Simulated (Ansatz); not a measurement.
# C₆H₁₁NSi: ionisation energy by level of theory

How much energy removes an electron from C₆H₁₁NSi at fixed geometry? The cation is run at each level and the neutral's energy taken from earlier runs.

Program: Ansatz 0.2.0, Gaussian basis. Level of theory: unrestricted cation, the program's frozen cores in correlated methods. These are calculated values, not measurements.

Levels to be run: UKS PBE-D4/def2-TZVPP; UKS r2SCAN-D4/def2-TZVPP; UKS PBE0-D4/def2-TZVPP; UKS B3LYP-D4/def2-TZVPP; UKS wB97X-V/def2-TZVPP; UKS wB97M-V/def2-TZVPP; UKS B2PLYP/def2-TZVPP; UHF-CCSD(T)/def2-TZVPP; UHF-MP2/def2-QZVPP; extrapolation to the limit; then −ε(HOMO) from the neutral's earlier runs with LDA (SPW92), PBE-D4, revPBE-D4, BLYP-D4, r2SCAN-D4, B97M-V, PBE0-D4, B3LYP-D4, r2SCANh-D4, r2SCAN0-D4, HSE06-D4, BHLYP-D4, CAM-B3LYP-D4, LC-ωPBE, ωB97X-V, ωB97M-V.

## (1) Structure used throughout

An earlier PBE0-D4 in a triple-zeta def2 set relaxation fixed the geometry.

SMILES `C=C[Si](N)(C=C)C=C`, 19 atoms, charge 0, spin multiplicity 1.

Atoms are counted from 1 here; the program's logs count them from 0.

Bond lengths: C1–C2 1.331 Å, C1–H9 1.087 Å, C1–H10 1.087 Å, C2–Si3 1.864 Å, C2–H11 1.090 Å, Si3–N4 1.718 Å, Si3–C5 1.864 Å, Si3–C7 1.868 Å, N4–H12 1.006 Å, N4–H13 1.007 Å, C5–C6 1.331 Å, C5–H14 1.090 Å, C6–H15 1.087 Å, C6–H16 1.087 Å, C7–C8 1.330 Å, C7–H17 1.091 Å, C8–H18 1.087 Å, C8–H19 1.087 Å. Angles: C2–C1–H9 122.4°, C2–C1–H10 121.4°, H9–C1–H10 116.2°, C1–C2–Si3 123.7°, C1–C2–H11 118.2°, Si3–C2–H11 118.2°, C2–Si3–N4 107.1°, C2–Si3–C5 110.8°, C2–Si3–C7 108.7°, N4–Si3–C5 108.2°, N4–Si3–C7 114.3°, C5–Si3–C7 107.8°, Si3–N4–H12 120.2°, Si3–N4–H13 121.5°, H12–N4–H13 111.8°, Si3–C5–C6 123.5°, Si3–C5–H14 118.6°, C6–C5–H14 117.9° and more.

## (2) Cation, UKS PBE-D4/def2-TZVPP

in.yaml reads:

```yaml
crystal:
  periodic: [false, false, false]
  atoms:
    - {symbol: C, position_ang: [-1.947466, -0.103173, -1.922722]}
    - {symbol: C, position_ang: [-1.643760, 0.422138, -0.738540]}
    - {symbol: Si, position_ang: [-0.046738, 0.087060, 0.162561]}
    - {symbol: N, position_ang: [-0.444171, -0.791758, 1.584173]}
    - {symbol: C, position_ang: [0.772246, 1.681181, 0.673790]}
    - {symbol: C, position_ang: [0.712302, 2.173945, 1.908292]}
    - {symbol: C, position_ang: [1.117413, -0.807092, -0.992459]}
    - {symbol: C, position_ang: [1.469194, -2.079834, -0.831644]}
    - {symbol: H, position_ang: [-2.885384, 0.108186, -2.430000]}
    - {symbol: H, position_ang: [-1.264441, -0.773710, -2.437616]}
    - {symbol: H, position_ang: [-2.366853, 1.090861, -0.271974]}
    - {symbol: H, position_ang: [-1.204297, -1.450629, 1.575636]}
    - {symbol: H, position_ang: [0.257952, -1.040567, 2.261455]}
    - {symbol: H, position_ang: [1.330697, 2.244364, -0.073867]}
    - {symbol: H, position_ang: [0.166497, 1.658546, 2.693868]}
    - {symbol: H, position_ang: [1.196905, 3.106071, 2.187225]}
    - {symbol: H, position_ang: [1.544081, -0.266434, -1.838203]}
    - {symbol: H, position_ang: [2.154517, -2.588624, -1.504663]}
    - {symbol: H, position_ang: [1.081306, -2.670562, -0.005333]}
basis:
  gaussian: {orbitals: def2-TZVPP}
total_charge: 1
magnetization: {spin_polarized: true, initial_magnetization: 1}
hamiltonian: {xc: pbe, dispersion: d4}
```

On the command line:

```console
$ ansatz run in.yaml --threads 4 --pin off --events-out ev --progress --plain --max-ram 66560MiB --backend cuda --devices 0, --max-vram 37GiB
```

After this run come: Cation, UKS r2SCAN-D4/def2-TZVPP; Cation, UKS PBE0-D4/def2-TZVPP; Cation, UKS B3LYP-D4/def2-TZVPP; Cation, UKS wB97X-V/def2-TZVPP; Cation, UKS wB97M-V/def2-TZVPP; Cation, UKS B2PLYP (frozen core)/def2-TZVPP; Cation, UHF-CCSD(T)/def2-TZVPP; Cation, UHF-MP2/def2-QZVPP.

Q: Predict the results of all the runs planned. Wanted: ionisation energy, CCSD(T)/CBS; nearest functional by difference; nearest −ε(HOMO); −ε(HOMO) of PBE; T1 of the cation.

**Answer**, as computed:

| quantity | value |
| --- | --- |
| ionisation energy, CCSD(T)/CBS | 9.64 eV |
| nearest functional by difference | ωB97X-V (-0.22 eV) |
| nearest −ε(HOMO) | ωB97X-V (+0.05 eV) |
| −ε(HOMO) of PBE | 5.86 eV |
| T1 of the cation | 0.036 |

**Reading.** By cation minus neutral, the functionals miss by 1.03 eV at most. The PBE orbital energy is 3.8 eV too small: a semilocal HOMO is no ionisation energy. Among orbital estimates ωB97X-V comes nearest. Hartree-Fock falls 1.42 eV short, as the neutral has more correlation energy than the cation. The cation's T1 (from the report) is 0.036, near the customary mark of 0.045 for open shells, so the coupled-cluster value is less safe.
